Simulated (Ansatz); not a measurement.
# Li3Zn: the cost of one run

All numbers are computed with Ansatz 0.2.0, driven from Python. The levels of theory stand in the script.

**1. The system**

It takes space group Fm-3m (No. 225, cubic). Conventional cell: a = 6.344 Å, b = 6.344 Å, c = 6.344 Å, α = 90.00°, β = 90.00°, γ = 90.00°. Li (site symmetry -43m) has 4 Li at 2.75 Å and 4 Zn at 2.75 Å as nearest neighbours. Li (site symmetry m-3m) has 8 Li at 2.75 Å as nearest neighbours. Zn (site symmetry m-3m) has 8 Li at 2.75 Å as nearest neighbours.

The script holds or builds the structure itself.

**2. The script**

Contents of nc_paw_li3zn.py:

```python
'''Two kinds of potentials on Li3Zn.'''

import ansatz as az
import numpy as np


def count_gap(report):
    # lowest empty less highest filled band, counting bands; zero where they overlap
    return max(report.get('gap_by_band_count_ev') or 0.0, 0.0)

structure = (
    az.Lattice.of((0.0, 3.17186115, 3.17186115), (3.17186115, 0.0, 3.17186115), (3.17186115, 3.17186115, 0.0))
    .atom('Li', (0.25, 0.25, 0.25))
    .atom('Li', (0.75, 0.75, 0.75))
    .atom('Li', (0.5, 0.5, 0.5))
    .atom('Zn', (0.0, 0.0, 0.0))
)

calc = (
    structure.calculation()
    .kpoints(8, 8, 8, center='gamma')
    .eigensolver('auto', mixed_precision=False)
    .occupations(az.OccupationsMethod.METHFESSEL_PAXTON, width=0.2)
    .functional('pbesol', dispersion='D3(BJ)')
    .scf(max_iterations=60)
    .stress()
    .forces()
    .band_table()
)
variants = {
    'PAW': calc.pseudopotentials('paw'),
    'norm-conserving': calc.pseudopotentials('nc'),
}
# totals differ by the cores that each treatment holds, so compare what does not depend on them
rows = []
for label, variant in variants.items():
    report = variant.run(threads=1, backend='cpu').report
    levels = np.array(report['eigenvalues_ev'][0]) - report['fermi_energy_ev']
    print(label, 'levels at the first k-point near E_F:', np.round(levels[np.abs(levels) < 5], 3))
    rows.append((label, report['n_electrons'], np.trace(report['stress_gpa']) / 3, count_gap(report)))
for row in rows:
    print('; '.join(f'{name} = {round(v, 4) if isinstance(v, float) else v}' for name, v in zip(['treatment', 'electrons in bands', 'P GPa', 'gap by band count eV'], row)))
```

**3. The calls as engine input**

The package turns the script's settings into the engine's input (first run):

```yaml
crystal:
  lattice:
    - [0.0, 3.17186115, 3.17186115]
    - [3.17186115, 0.0, 3.17186115]
    - [3.17186115, 3.17186115, 0.0]
  atoms:
    - { symbol: Li, position: [0.25, 0.25, 0.25] }
    - { symbol: Li, position: [0.75, 0.75, 0.75] }
    - { symbol: Li, position: [0.5, 0.5, 0.5] }
    - { symbol: Zn, position: [0.0, 0.0, 0.0] }
kpoints:
  mp_grid:
    grid: [8, 8, 8]
    shift: [0.0, 0.0, 0.0]
hamiltonian:
  xc: pbesol
  dispersion: d3bj
  pseudopotentials:
    kind: paw
scf:
  max_iter: 60
  occupations:
    method: methfessel_paxton
    width: 0.2
  eigensolver:
    kind: auto
    mixed_precision: false
output:
  forces: true
  stress: true
  eigenvalues: true
```

**4. Running it**

Launch:

```sh
$ python nc_paw_li3zn.py
```

**Question.** How long does this script take on 1 thread of Arm Neoverse V1, shared host, and how much memory does it need?

About 8.8 s, with a peak of 0.53 GiB.
